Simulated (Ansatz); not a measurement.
Born–Oppenheimer molecular dynamics of a periodic cell of 20 atoms, NaScTl2F6 (start crystal NaScTl2F6, start structure Fm-3m, volume 1.05 times the crystal's). It goes on from the last frame of an earlier run, with new velocities.

Computed with DFT r2SCAN-D3(BJ), scalar-relativistic, plane waves, PAW (Ansatz). Settings: cutoff 500 eV, k mesh 2x2x2, fermi-dirac smearing 0.36 eV, no spin polarisation.

```json
{
  "ensemble": "NVT, Langevin thermostat",
  "time step": "1.5 fs",
  "steps asked": "169",
  "set temperature": "3360 K",
  "friction": "0.02 /fs",
  "temperature schedule": "127 steps to 300 K, then 42 steps to 300 K",
  "seed": "717838"
}
```

First frame:

```xyz
20
Lattice="8.8949 4.4475 4.4475 4.4475 8.8949 4.4475 4.4475 4.4475 8.8949" Properties=species:S:1:pos:R:3
Na 4.490 4.476 3.721
Sc 0.129 0.714 0.200
Tl 1.860 1.580 2.645
Tl 6.483 6.666 6.888
F 10.563 10.026 9.029
F 7.164 4.970 4.405
F 8.205 11.415 9.316
F 5.686 6.587 4.053
F 8.380 8.524 10.830
F 4.575 4.612 6.449
Na 12.985 14.031 13.712
Sc 8.615 9.556 9.119
Tl 11.661 11.764 10.242
Tl 15.488 16.216 15.564
F 10.687 13.255 14.022
F 6.156 8.924 8.806
F 13.042 11.457 13.072
F 9.291 7.539 8.695
F 12.576 13.703 11.299
F 9.157 9.028 6.623
```

Problem. What does the run give?

Solution. All steps were run.

```json
{"steps done": "169", "time covered": "253.5 fs", "mean temperature over the second half": "985 K", "spread of the potential energy over the second half": "54.5 meV per atom", "mean potential energy of the second half above the start": "-255.3 meV per atom"}
```

The schedule's set-point averaged 556 K over the second half and the system 985 K, so it lags behind the ramp. A run of 0.25 ps of so small a system gives no equilibrium averages. Limits of this set-up: coarse k mesh.

Problem. What happens to the structure?

Solution. Mean squared displacements from the first frame to the last, about the centre of mass: Na 1.15 Å², Sc 0.75 Å², Tl 0.26 Å², F 0.90 Å². This is one draw of velocities; another would differ in detail.

Problem. How do temperature and energy run in time?

Solution. 
| time (fs) | T (K) | potential energy less start (eV) |
| --- | --- | --- |
| 0.0 | 3192 | 0.000 |
| 12.0 | 2890 | 0.341 |
| 24.0 | 2308 | 0.314 |
| 36.0 | 2847 | -0.124 |
| 48.0 | 3610 | -1.897 |
| 60.0 | 2808 | -2.879 |
| 72.0 | 2400 | -3.308 |
| 84.0 | 2260 | -3.191 |
| 96.0 | 2627 | -3.740 |
| 108.0 | 2362 | -2.661 |
| 120.0 | 1767 | -2.389 |
| 132.0 | 1759 | -2.918 |
| 144.0 | 1321 | -3.298 |
| 156.0 | 1476 | -4.308 |
| 168.0 | 1556 | -5.234 |
| 180.0 | 1267 | -5.455 |
| 192.0 | 771 | -5.408 |
| 204.0 | 669 | -5.602 |
| 216.0 | 435 | -5.505 |
| 228.0 | 546 | -6.010 |
| 240.0 | 396 | -6.175 |
| 252.0 | 618 | -6.669 |

Run time: 28 min on 4 threads of Intel(R) Xeon(R) Platinum 8488C (Sapphire Rapids), with other jobs on the host, peak memory 2.3 GiB.
